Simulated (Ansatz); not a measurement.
# KH3: the cost of one run

Method: DFT PBE, scalar-relativistic, plane waves, PAW, in Ansatz 0.2.0.

1 further run of the same task is left out (it didn't finish).

## (1) The starting structure

It takes space group I4/mcm (No. 140, tetragonal). Conventional cell: a = 6.728 Å, b = 6.728 Å, c = 9.515 Å, α = 90.00°, β = 90.00°, γ = 90.00°. Around K (site symmetry 4/m) lie 6 H at 2.38 to 2.40 Å. H (site symmetry m2m) has 2 K at 2.40 Å as nearest neighbours. Around H (site symmetry 422) lie 2 K at 2.38 Å.

Coordinates:

```cif
data_structure
_symmetry_space_group_name_H-M 'P 1'
_symmetry_Int_Tables_number 1
_cell_length_a 6.7280
_cell_length_b 6.7280
_cell_length_c 6.7280
_cell_angle_alpha 120.000
_cell_angle_beta 120.000
_cell_angle_gamma 90.000
_cell_volume 215.35
loop_
_atom_site_label
_atom_site_type_symbol
_atom_site_fract_x
_atom_site_fract_y
_atom_site_fract_z
_atom_site_occupancy
K1 K 0.50000 0.50000 0.00000 1
K2 K 0.00000 0.00000 0.00000 1
H1 H 0.28122 0.78122 0.06243 1
H2 H 0.78122 0.71878 0.50000 1
H3 H 0.75000 0.75000 0.00000 1
H4 H 0.71878 0.21878 0.93757 1
H5 H 0.21878 0.28122 0.50000 1
H6 H 0.25000 0.25000 0.00000 1
```

The cell is invented: perovskite family, tilts a0a0c- (I4/mcm, No. 140). Its size is a rough estimate.

## (2) A first look at the guess

File input.yaml:

```yaml
crystal:
  lattice:
    - [-3.36399887, 3.36399887, 4.75741283]
    - [3.36399887, -3.36399887, 4.75741283]
    - [3.36399887, 3.36399887, -4.75741283]
  atoms:
    - { symbol: K, position: [0.5, 0.5, 0.0] }
    - { symbol: K, position: [0.0, 0.0, 0.0] }
    - { symbol: H, position: [0.28121726, 0.78121726, 0.06243453] }
    - { symbol: H, position: [0.78121726, 0.71878274, 0.5] }
    - { symbol: H, position: [0.75, 0.75, 0.0] }
    - { symbol: H, position: [0.71878274, 0.21878274, 0.93756547] }
    - { symbol: H, position: [0.21878274, 0.28121726, 0.5] }
    - { symbol: H, position: [0.25, 0.25, 0.0] }
basis:
  ecutwfc: 420
kpoints:
  mp_grid: { grid: [4, 4, 4] }
hamiltonian:
  xc: pbe
scf:
  occupations: { method: gaussian, width: 0.1 }
  lower_state_search: "off"
output:
  forces: true
  stress: true
  eigenvalues: true
```

The run is started by

```sh
> ansatz run input.yaml --threads 1 --pin off --max-ram 2048MiB --backend cpu --events-out ev --progress --plain --runs-dir out
```

What time and memory should one allow on 1 thread of Arm Neoverse V2, shared host?

About 2.6 s, with a peak of 0.39 GiB.
